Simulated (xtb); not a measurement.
# GFN2-xTB run of CH8BNSi (SMILES B[SiH](C)N)

Aim: a geometry optimisation of CH8BNSi. 

The results are computed with xtb 6.7.1.

2 further runs of the same task are left out: 2 set aside as unsound or not needed.

### Step 1. The system as given

CH8BNSi: 12 atoms, total charge 0, spin state singlet. SMILES: `B[SiH](C)N`. Geometry: a rough force-field guess. This is one conformer, not always the lowest. The run starts from this shape.

Bond lengths: B1–Si2 1.874 Å, Si2–C3 1.844 Å, Si2–N4 1.753 Å, B1–H5 1.236 Å, B1–H6 1.213 Å, Si2–H7 1.491 Å, C3–H8 1.059 Å, C3–H9 1.153 Å, C3–H10 1.137 Å, N4–H11 1.058 Å, N4–H12 1.099 Å. Some angles: B1–Si2–C3 108.6°, B1–Si2–N4 112.1°, C3–Si2–N4 109.0°, B1–Si2–H7 110.0°, C3–Si2–H7 109.1°, N4–Si2–H7 108.1°, Si2–B1–H5 121.3°, Si2–B1–H6 123.7°, Si2–C3–H8 113.0°, Si2–C3–H9 112.1°.

### Step 2. A geometry optimisation at GFN2-xTB

Input file detailed.inp:

```
$chrg 0
$spin 0
$end
```

Input file input.sdf:

```

     RDKit          3D

 12 11  0  0  0  0  0  0  0  0999 V2000
   -1.0771    1.2738   -0.4348 B   0  0  0  0  0  0  0  0  0  0  0  0
    0.3211    0.0261   -0.4282 Si  0  0  1  0  0  4  0  0  0  0  0  0
    0.9919   -0.0954    1.2850 C   0  0  0  0  0  0  0  0  0  0  0  0
   -0.2091   -1.5625   -0.9465 N   0  0  0  0  0  0  0  0  0  0  0  0
   -1.7011    1.5338   -1.4700 H   0  0  0  0  0  0  0  0  0  0  0  0
   -1.4343    1.8907    0.5472 H   0  0  0  0  0  0  0  0  0  0  0  0
    1.4077    0.4728   -1.3459 H   0  0  0  0  0  0  0  0  0  0  0  0
    0.2680   -0.4121    1.9908 H   0  0  0  0  0  0  0  0  0  0  0  0
    1.4101    0.9120    1.6590 H   0  0  0  0  0  0  0  0  0  0  0  0
    1.8573   -0.8311    1.3309 H   0  0  0  0  0  0  0  0  0  0  0  0
   -0.7101   -1.4481   -1.8713 H   0  0  0  0  0  0  0  0  0  0  0  0
   -1.0474   -1.8152   -0.2819 H   0  0  0  0  0  0  0  0  0  0  0  0
  2  1  1  0
  3  2  1  0
  4  2  1  0
  5  1  1  0
  6  1  1  0
  2  7  1  6
  8  3  1  0
  9  3  1  0
 10  3  1  0
 11  4  1  0
 12  4  1  0
M  END
$$$$
```

Started as:

```console
$ xtb input.sdf --json --input detailed.inp -o | tee run.log
```

What values should one expect? Wanted: total energy at the end; dipole moment; HOMO energy; LUMO energy; HOMO–LUMO gap; dispersion energy; mean polarisability.

Answer, from the run:

Level: GFN2-xTB.

| quantity | value |
| --- | --- |
| total energy at the end | -12.07730 Eh |
| dipole moment | 1.56 D |
| HOMO energy | -9.63 eV |
| LUMO energy | -7.56 eV |
| HOMO–LUMO gap | 2.07 eV |
| dispersion energy | -15.97 kJ/mol |
| mean polarisability (D4 model) | 64.7 bohr³ |

**Reading.** At the final geometry: Bond lengths: B1–Si2 1.963 Å, Si2–C3 1.911 Å, Si2–N4 1.739 Å, B1–H5 1.172 Å, B1–H6 1.170 Å, Si2–H7 1.484 Å, C3–H8 1.086 Å, C3–H9 1.085 Å, C3–H10 1.084 Å, N4–H11 1.006 Å, N4–H12 1.006 Å. Some angles: B1–Si2–C3 112.6°, B1–Si2–N4 117.4°, C3–Si2–N4 103.4°, B1–Si2–H7 112.5°, C3–Si2–H7 106.6°, N4–Si2–H7 103.2°, Si2–B1–H5 122.2°, Si2–B1–H6 121.8°, Si2–C3–H8 111.9°, Si2–C3–H9 110.8°. The optimisation took 40 steps and changed the energy by -0.665 eV. Mulliken charges run from -0.42 on N4 to +0.42 on Si2.
